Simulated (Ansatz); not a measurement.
What does this script print? It uses Ansatz 0.2.0, Python API.

Script `scan_alh5ossi.py`:
```python
import ansatz as az
from ase import Atoms
import numpy as np

atoms = Atoms(["O", "Si", "Al", "S", "H", "H", "H", "H", "H"], positions=[
    (0.1929, 1.9822, -0.4312),
    (0.2916, 0.9369, 0.8753),
    (-0.5841, -1.1727, 0.2421),
    (0.4349, -2.2704, -1.5026),
    (0.7361, 1.6449, -1.1623),
    (1.7123, 0.8254, 1.2456),
    (-0.4401, 1.4553, 2.028),
    (-1.736, -1.797, 1.052),
    (-0.5191, -1.6511, -2.3641),
])
alh5ossi = az.Crystal.molecule_from_ase(atoms)

symbols = [site.symbol for site in alh5ossi.cartesian_sites]
start = np.array([site.position_ang for site in alh5ossi.cartesian_sites])
axis = (start[7] - start[2]) / np.linalg.norm(start[7] - start[2])
moving = [7]
lengths, energies = [1.31, 1.42, 1.54, 1.69, 1.93, 2.31, 2.77, 3.39], []
for length in lengths:
    xyz = start.copy()
    xyz[moving] += (length - np.linalg.norm(start[7] - start[2])) * axis
    point = az.Crystal.molecule()
    for symbol, place in zip(symbols, xyz):
        point = point.atom(symbol, place.tolist())
    base = (
        point.calculation()
        .basis(gaussian="def2-SVP")
        .functional("b3lyp")
    )
    summary = base.run().report
    energies.append(summary["free_energy_ev"])
    print(f"r = {length:6.3f} A  E = {energies[-1]:.5f} eV  <S^2> = {abs(summary['mean_field']['state']['spin_squared']):.3f}")

print("energy above the lowest point (eV):", [round(e - min(energies), 3) for e in energies])
```

```console
$ python scan_alh5ossi.py
r =  1.310 A  E = -27430.93101 eV  <S^2> = 0.000
r =  1.420 A  E = -27431.45478 eV  <S^2> = 0.000
r =  1.540 A  E = -27431.67821 eV  <S^2> = 0.000
r =  1.690 A  E = -27431.64142 eV  <S^2> = 0.000
r =  1.930 A  E = -27431.21136 eV  <S^2> = 0.000
r =  2.310 A  E = -27430.24746 eV  <S^2> = 0.000
r =  2.770 A  E = -27429.16648 eV  <S^2> = 0.000
r =  3.390 A  E = -27428.11414 eV  <S^2> = 0.000
energy above the lowest point (eV): [0.747, 0.223, 0.0, 0.037, 0.467, 1.431, 2.512, 3.564]
```

What to keep in mind:
- Total energies depend on the basis set; only differences at equal settings carry meaning.
- The rest of the molecule is held rigid at a force-field or estimated start geometry, and the basis set is modest; single-reference methods fail as a bond breaks.
- b3lyp holds the VWN-RPA fit, as in Gaussian; the form of ORCA and Turbomole is b3lyp5.
- The orbitals are restricted, so S² is zero by construction.
- Toward dissociation an unrestricted state can lie under the restricted one, by tenths of an eV for polar bonds under a functional and by 1 to 2 eV or more for others.
- Hardware and time: 25 s on 1 thread of Arm Neoverse V1 (shared host), peak memory 0.25 GiB.

(Lines on the test bed's own set-up are left out of the output.)
